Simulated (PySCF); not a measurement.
# [BiF2]+: from a template to the relaxed complex

Aim: find the relaxed shape of [BiF2]+, test it by its vibrations, and read charges and levels. The species was built from a template and needn't be a known compound.

The runs use PySCF 2.14.0; PBE0, Bi def2-SVP with ECP60, F def2-SVP; scalar-relativistic core potentials, no spin–orbit coupling.

2 further runs of the same task are left out: 2 for a known fault of the program.

## Step 1: Where the work starts

3 atoms, charge 1, spin multiplicity 1.

Bond lengths: Bi1–F2 1.961 Å, Bi1–F3 1.961 Å. Angles: F2–Bi1–F3 131.8°.

As a file:

```xyz
3

Bi    0.0000    0.0000    0.0000
F     1.7897    0.0000    0.8010
F    -1.7897    0.0000    0.8010
```

Formal oxidation states: Bi +3.

## Step 2: SCF at the start, singlet

The input, run.py (the lines that set the calculation):

```python
mol = gto.M(atom='''
Bi     0.00000     0.00000     0.00000
F      1.78970     0.00000     0.80100
F     -1.78970     0.00000     0.80100''',
    basis={'Bi': 'def2-SVP', 'F': 'def2-SVP'},
    ecp={'Bi': 'def2-SVP'},
    charge=1, spin=0)
mf = dft.RKS(mol, xc='PBE0')
mf.grids.atom_grid = (50, 194)
mf = mf.density_fit()  # fitting sets: Bi def2-universal-JKFIT, F def2-universal-JKFIT
mf.conv_tol = 1e-08; mf.max_cycle = 55
mf.kernel(dm0)  # dm0: free metal ions and neutral atoms
```

On the command line:

```sh
$ OMP_NUM_THREADS=2 python run.py
```

What it wrote:

```text
init E= -413.806064160349
  HOMO = -0.649649339062425  LUMO = -0.396512907467439  gap/eV = 6.88819
cycle= 1 E= -413.480538548665  delta_E= 0.326  |g|= 0.905  |ddm|= 1.63
  HOMO = -0.42888285586619  LUMO = -0.363355862374991  gap/eV = 1.78308
cycle= 2 E= -412.070933125251  delta_E= 1.41  |g|= 2.76  |ddm|= 2.62
  HOMO = -0.590864293807655  LUMO = -0.390817642791859  gap/eV = 5.44355
cycle= 3 E= -413.654417050664  delta_E= -1.58  |g|= 0.0421  |ddm|= 2.02
  HOMO = -0.595941444038836  LUMO = -0.397694484272499  gap/eV = 5.39457
cycle= 4 E= -413.654950149486  delta_E= -0.000533  |g|= 0.0358  |ddm|= 0.136
  HOMO = -0.595933615905665  LUMO = -0.394299989501455  gap/eV = 5.48673
cycle= 5 E= -413.655240528102  delta_E= -0.00029  |g|= 0.00765  |ddm|= 0.0381
  HOMO = -0.596591580246191  LUMO = -0.394118231943718  gap/eV = 5.50958
cycle= 6 E= -413.65525222054  delta_E= -1.17e-05  |g|= 0.000715  |ddm|= 0.00527
  HOMO = -0.59666302065796  LUMO = -0.394127847463078  gap/eV = 5.51126
cycle= 7 E= -413.655252337227  delta_E= -1.17e-07  |g|= 7.47e-05  |ddm|= 0.000678
  HOMO = -0.59665508335782  LUMO = -0.394126766324113  gap/eV = 5.51108
cycle= 8 E= -413.655252338501  delta_E= -1.27e-09  |g|= 2.07e-05  |ddm|= 8.31e-05
  HOMO = -0.596650474842932  LUMO = -0.394127561766346  gap/eV = 5.51093
Extra cycle  E= -413.655252338328  delta_E= 1.74e-10  |g|= 3.9e-05  |ddm|= 4.82e-05
converged SCF energy = -413.655252338328
```

Run time: 0.9 s. Hardware: 2 threads of Arm Neoverse V1, shared host; peak memory 0.26 GiB.

Read off: E = -413.655252 Eh, HOMO -16.24 eV, LUMO -10.72 eV, Mulliken charge on Bi1 +1.70 e. 

## Step 3: Relaxation, singlet

Steps are kept in the start's point group, C2v.

The input, run.py (the lines that set the calculation):

```python
mol = gto.M(atom='''
Bi     0.00000     0.00000    -0.12323
F      1.78970     0.00000     0.67777
F     -1.78970     0.00000     0.67777''',
    basis={'Bi': 'def2-SVP', 'F': 'def2-SVP'},
    ecp={'Bi': 'def2-SVP'},
    charge=1, spin=0)
mf = dft.RKS(mol, xc='PBE0')
mf.grids.atom_grid = (50, 194)
mf = mf.density_fit()  # fitting sets: Bi def2-universal-JKFIT, F def2-universal-JKFIT
mf.conv_tol = 1e-08; mf.max_cycle = 55
mf.kernel(dm0)  # dm0: an SCF of this state at this start
# quasi-Newton relaxation in Cartesian coordinates to a largest gradient under 0.00045 Eh/bohr, steps kept in the point group
```

On the command line:

```sh
$ OMP_NUM_THREADS=2 python run.py
```

No log is kept here; the results follow.

Run time: 5.1 s. Hardware: 2 threads of Arm Neoverse V1, shared host.

Along the way:

```csv
step,energy from step 1 (eV),largest force component (eV/Å)
1,0.0000,2.5208
2,-0.2942,1.3957
3,-0.4655,1.1350
4,-0.6169,0.2039
5,-0.6175,0.4310
6,-0.6206,0.0214
7,-0.6206,0.0006
```

Distances of close pairs at the start and the end, largest changes first:

```csv
bond,before (Å),after (Å),change (Å)
Bi1–F2,1.961,1.975,+0.014
Bi1–F3,1.961,1.975,+0.014
```

It ends in C2v at E = -413.678060 Eh.

```
Bi    0.00000    0.00000   -0.47557
F     1.46017    0.00000    0.85394
F    -1.46017    0.00000    0.85394
```

## Step 4: The relaxed geometry turned into its symmetry frame

The input, run.py (the lines that set the calculation):

```python
mol = gto.M(atom='''
Bi     0.00000     0.00000    -0.20454
F      1.46017     0.00000     1.12497
F     -1.46017     0.00000     1.12497''',
    basis={'Bi': 'def2-SVP', 'F': 'def2-SVP'},
    ecp={'Bi': 'def2-SVP'},
    charge=1, spin=0)
mf = dft.RKS(mol, xc='PBE0')
mf.grids.atom_grid = (50, 194)
mf = mf.density_fit()  # fitting sets: Bi def2-universal-JKFIT, F def2-universal-JKFIT
mf.conv_tol = 1e-08; mf.max_cycle = 55
mf.kernel(dm0)  # dm0: free metal ions and neutral atoms
```

On the command line:

```sh
$ OMP_NUM_THREADS=2 python run.py
```

What it wrote:

```text
init E= -413.789470008117
  HOMO = -0.675496234821768  LUMO = -0.397326516906709  gap/eV = 7.56938
cycle= 1 E= -413.506924811995  delta_E= 0.283  |g|= 0.888  |ddm|= 1.59
  HOMO = -0.421005894965446  LUMO = -0.368987891652871  gap/eV = 1.41548
cycle= 2 E= -412.069696749532  delta_E= 1.44  |g|= 2.76  |ddm|= 2.62
  HOMO = -0.61696626854382  LUMO = -0.394383326701391  gap/eV = 6.05679
cycle= 3 E= -413.677226708178  delta_E= -1.61  |g|= 0.0461  |ddm|= 2.02
  HOMO = -0.618704554650463  LUMO = -0.399879996001211  gap/eV = 5.95452
cycle= 4 E= -413.677720153237  delta_E= -0.000493  |g|= 0.0367  |ddm|= 0.128
  HOMO = -0.620088130984333  LUMO = -0.396367472244545  gap/eV = 6.08775
cycle= 5 E= -413.678051405991  delta_E= -0.000331  |g|= 0.00624  |ddm|= 0.0394
  HOMO = -0.620678200573037  LUMO = -0.39622275516988  gap/eV = 6.10774
cycle= 6 E= -413.678059500084  delta_E= -8.09e-06  |g|= 0.000372  |ddm|= 0.00466
  HOMO = -0.620696130838926  LUMO = -0.396218272189433  gap/eV = 6.10835
cycle= 7 E= -413.678059534887  delta_E= -3.48e-08  |g|= 4.66e-05  |ddm|= 0.000525
  HOMO = -0.62069918214259  LUMO = -0.396223989209272  gap/eV = 6.10828
cycle= 8 E= -413.678059535506  delta_E= -6.19e-10  |g|= 2.79e-05  |ddm|= 8.9e-05
  HOMO = -0.620690213949504  LUMO = -0.396223022436949  gap/eV = 6.10806
Extra cycle  E= -413.678059535056  delta_E= 4.5e-10  |g|= 5.7e-05  |ddm|= 6.29e-05
converged SCF energy = -413.678059535056
```

Run time: 0.3 s. Hardware: 2 threads of Arm Neoverse V1, shared host.

Read off: E = -413.678060 Eh, HOMO -16.89 eV, LUMO -10.78 eV, Mulliken charge on Bi1 +1.69 e. 

## Step 5: Frequencies and infrared intensities

Changes to run.py (the lines that set the calculation) since step 4:

```diff
@@ -10,3 +10,4 @@
 mf = mf.density_fit()  # fitting sets: Bi def2-universal-JKFIT, F def2-universal-JKFIT
-mf.conv_tol = 1e-08; mf.max_cycle = 55
-mf.kernel(dm0)  # dm0: free metal ions and neutral atoms
+mf.conv_tol = 1e-10; mf.max_cycle = 55
+mf.kernel(dm0)  # dm0: the density of the relaxed state
+# Hessian and dipole derivatives by central differences of gradients, 0.02 bohr
```

On the command line:

```sh
$ OMP_NUM_THREADS=2 python run.py
```

The driver keeps no SCF log for this step, only its results.

Run time: 4.8 s. Hardware: 2 threads of Arm Neoverse V1, shared host.

Point group C2v; negative numbers are unstable modes, and those under 60 cm⁻¹ are near the numerical noise:

```csv
cm⁻¹,km/mol,symmetry
195,9.8,a1
670,56.2,b2
676,33.9,a1
```

## Step 6: Charges, bond orders and levels

The input, run.py (the lines that set the calculation):

```python
mol = gto.M(atom='''
Bi     0.00000     0.00000    -0.47557
F      1.46017     0.00000     0.85394
F     -1.46017     0.00000     0.85394''',
    basis={'Bi': 'def2-SVP', 'F': 'def2-SVP'},
    ecp={'Bi': 'def2-SVP'},
    charge=1, spin=0)
mf = dft.RKS(mol, xc='PBE0')
mf.grids.atom_grid = (75, 302)
mf = mf.density_fit()  # fitting sets: Bi def2-universal-JKFIT, F def2-universal-JKFIT
mf.conv_tol = 1e-09; mf.max_cycle = 55
mf.kernel(dm0)  # dm0: the density of the relaxed state
```

On the command line:

```sh
$ OMP_NUM_THREADS=2 python run.py
```

What it wrote:

```text
init E= -413.677591046715
  HOMO = -0.620698082236492  LUMO = -0.396215129435401  gap/eV = 6.10849
cycle= 1 E= -413.677591397323  delta_E= -3.51e-07  |g|= 0.000252  |ddm|= 0.000863
  HOMO = -0.620765654349632  LUMO = -0.396224215732655  gap/eV = 6.11008
cycle= 2 E= -413.677591371102  delta_E= 2.62e-08  |g|= 0.00045  |ddm|= 0.00045
  HOMO = -0.620724419141853  LUMO = -0.396225924617085  gap/eV = 6.10892
cycle= 3 E= -413.677591408559  delta_E= -3.75e-08  |g|= 4.97e-05  |ddm|= 0.000341
  HOMO = -0.620726518495264  LUMO = -0.396223977512051  gap/eV = 6.10903
cycle= 4 E= -413.677591409013  delta_E= -4.55e-10  |g|= 3.4e-06  |ddm|= 4.01e-05
  HOMO = -0.620726922909421  LUMO = -0.396224418980104  gap/eV = 6.10902
Extra cycle  E= -413.677591409018  delta_E= -4.43e-12  |g|= 1.57e-06  |ddm|= 7.14e-06
converged SCF energy = -413.677591409018
```

It took 2 s on 2 threads of Arm Neoverse V1, shared host.

Result: E = -413.677591 Eh, HOMO -16.89 eV, LUMO -10.78 eV, Mulliken charge on Bi1 +1.69 e, largest force component 0.052 eV/Å. 

Löwdin charges:

```csv
atom,value (e)
Bi1,1.51
F2,-0.25
F3,-0.25
```

Mulliken charges: Bi1 +1.69, F2 -0.35, F3 -0.35 e.

Contacts (the nearest donor of each ligand) and Mayer bond orders:

```csv
contact,distance (Å),bond order
Bi1–F2 (F),1.975,1.05
Bi1–F3 (F),1.975,1.05
```

Mulliken populations of Bi1 outside the core potential: s 3.94, p 7.20, d 10.17.

Orbitals, density, ELF and potential are computed afterwards from the orbital file.

Frontier orbitals at PBE0, with the share of their density that lies nearest to each atom:

```csv
orbital,energy (eV),lies on
HOMO-1,-17.14,"F2, F3 about 50 % each"
HOMO,-16.89,"F2, F3 about 40 % each; Bi1 20 %"
LUMO,-10.78,"Bi1 79 %; F2, F3 about 10 % each"
```

ELF in a plane through or near 3 of the atoms.

Ten even steps from '0' (0.00) to '9' (0.86):
```
0000000000000000000000000000
0000000000000000000000000000
0000000000000000000000000000
0000000000000000000000000000
0000000000000000000000000000
0000000123320000233210000000
0000013578763003678753100000
0000125899984014799985310000
0000148975894115873697410000
0000148985872223786898420000
0000136888523653357876310000
0000013454236876324543100000
0000000012348557532100000000
0000000013456886543100000000
0000000025665555665200000000
0000000025777667775200000000
0000000003689999863100000000
0000000001368998631000000000
0000000000002332000000000000
0000000000000000000000000000
```
The map spans 8.1 Å across and 7.0 Å up, centred on the molecule. Atoms in the plane (x, y in Å): Bi1 (0.0, -0.9), F2 (-1.5, 0.4), F3 (1.5, 0.4).

On the surface of density 0.002 e/bohr³ the electrostatic potential runs, from the 1st to the 99th percentile, from 2.80 V near F3 to 9.72 V near Bi1.

## Step 7: Results

```
                                              quantity                           value
                                 state and point group                    singlet, C2v
                                                 modes  195 to 676 cm⁻¹, none unstable
strongest infrared band (modes within 1.5 cm⁻¹ summed)            670 cm⁻¹ (56 km/mol)
                                     zero-point energy                        0.096 eV
                               ideal gas, 298 K, 1 bar  S = 287.8, Cp = 48.4 J/(mol K)
                                 metal–ligand contacts                          1.97 Å
                                       frontier levels  HOMO -16.89 eV, LUMO -10.78 eV
                       dipole about the centre of mass                          4.40 D
                                   mean polarisability                          3.7 Å³
```

**Reading.** All modes are real, so the structure is a minimum. The metal carries +1.51 e by Löwdin's partition against a formal +3, and bond orders to the nearest donors reach 1.05. Both measures hang on the basis. One start shape was tried, so another isomer may lie lower. These are double-zeta-type bases without diffuse functions. Spin–orbit coupling is left out.
